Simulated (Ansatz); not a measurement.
# NaI: a run for elastic constants

Wanted: a converged run for elastic constants for NaI, and a check of what comes out. The structure is shown as the input types it.

Program: Ansatz 0.2.0. Level of theory: DFT, r2SCAN, PAW with Ansatz's default frozen-core files, scalar-relativistic; elastic constants from stresses of strained cells. These are calculated values, not measurements.

## Step 1: The starting structure

Symmetry: Fm-3m, No. 225, cubic system. Conventional cell: a = 6.467 Å, b = 6.467 Å, c = 6.467 Å, α = 90.00°, β = 90.00°, γ = 90.00°. Around Na (site symmetry m-3m) lie 6 I at 3.23 Å. Around I (site symmetry m-3m) lie 6 Na at 3.23 Å.

Coordinates:

```cif
data_structure
_symmetry_space_group_name_H-M 'P 1'
_symmetry_Int_Tables_number 1
_cell_length_a 4.5727
_cell_length_b 4.5727
_cell_length_c 4.5727
_cell_angle_alpha 60.000
_cell_angle_beta 60.000
_cell_angle_gamma 60.000
_cell_volume 67.61
loop_
_atom_site_label
_atom_site_type_symbol
_atom_site_fract_x
_atom_site_fract_y
_atom_site_fract_z
_atom_site_occupancy
Na1 Na 0.00000 0.00000 0.00000 1
I1 I 0.50000 0.50000 0.50000 1
```

## Step 2: The calculation

File input.yaml:

```yaml
crystal:
  lattice:
    - [0.0, 3.23335294736, 3.23335294736]
    - [3.23335294736, 0.0, 3.23335294736]
    - [3.23335294736, 3.23335294736, 0.0]
  atoms:
    - { symbol: Na, position: [0.0, 0.0, 0.0], spin: 2.0 }
    - { symbol: I, position: [0.5, 0.5, 0.5] }
kpoints:
  mp_grid: { grid: [8, 8, 8] }
scf:
  occupations: { method: fixed }
  max_iter: 50
hamiltonian:
  xc: r2scan
  pseudopotentials: { kind: paw }
elastic:
  mode: relaxed_ion
  stencil: two_point
  amplitude: 0.005
```

Launch:

```sh
$ ansatz run input.yaml --threads 1 --pin off --max-ram 1228MiB --backend cpu --events-out ev --progress --plain --runs-dir out
```

**Question.** How will this run end, and is anything wrong with its input?

The program refused the input before any cycle. The line that matters: «inconsistent input (magnetization.spin_polarized): false but per-atom `spin:`, `per_species`, `initial_magnetization`, `magnetic_field`, or `spin_locking` is set»

Starting moments are given, but spin polarisation is off.

Fix: make the spin settings agree.
